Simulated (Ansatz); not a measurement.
# Se: the cost of one run

Program: Ansatz 0.2.0. Level of theory: DFT PBE, scalar-relativistic, plane waves, PAW. These are calculated values, not measurements.

### Step 1. The system as given

Symmetry: P4/mmm, No. 123, tetragonal system. The conventional cell has a = 4.265 Å, b = 4.265 Å, c = 17.000 Å, α = 90.00°, β = 90.00°, γ = 90.00°. Around Se (site symmetry 4mm) lie 1 Se at 2.77 Å. Se (site symmetry 4/mmm) has 8 Se at 3.32 Å as nearest neighbours.

As a file:

```
CELL_PARAMETERS angstrom
4.26519 0.00000 0.00000
0.00000 4.26519 0.00000
0.00000 0.00000 17.00000
ATOMIC_POSITIONS crystal
Se 0.50000 0.50000 0.41857
Se 0.50000 0.50000 0.58143
Se 0.00000 0.00000 0.50000
```

The cell is invented: random sheet by layer group and Wyckoff sites. Lengths come from tabulated atomic sizes and are only a guess.

It is a sheet, periodic along a and b, with vacuum along c; volumes and pressures of the box carry no meaning, and space groups named for it are those of the box.

### Step 2. The guess as it stands, on a coarse mesh

Input file input.yaml:

```yaml
crystal:
  lattice:
    - [4.265191, 0.0, 0.0]
    - [0.0, 4.265191, 0.0]
    - [0.0, 0.0, 17.0]
  atoms:
    - { symbol: Se, position: [0.5, 0.5, 0.41857228] }
    - { symbol: Se, position: [0.5, 0.5, 0.58142772] }
    - { symbol: Se, position: [0.0, 0.0, 0.5] }
  periodic: [true, true, false]
basis:
  ecutwfc: 420
kpoints:
  mp_grid: { grid: [4, 4, 1] }
hamiltonian:
  xc: pbe
scf:
  occupations: { method: gaussian, width: 0.1 }
  lower_state_search: "off"
output:
  forces: true
  stress: true
  eigenvalues: true
```

Launch:

```bash
ansatz run input.yaml --threads 1 --pin off --max-ram 2048MiB --backend cpu --events-out ev --progress --plain --runs-dir out
```

What time and memory should one allow on 1 thread of Arm Neoverse V1, shared host?

About 7.8 s, with a peak of 0.56 GiB.
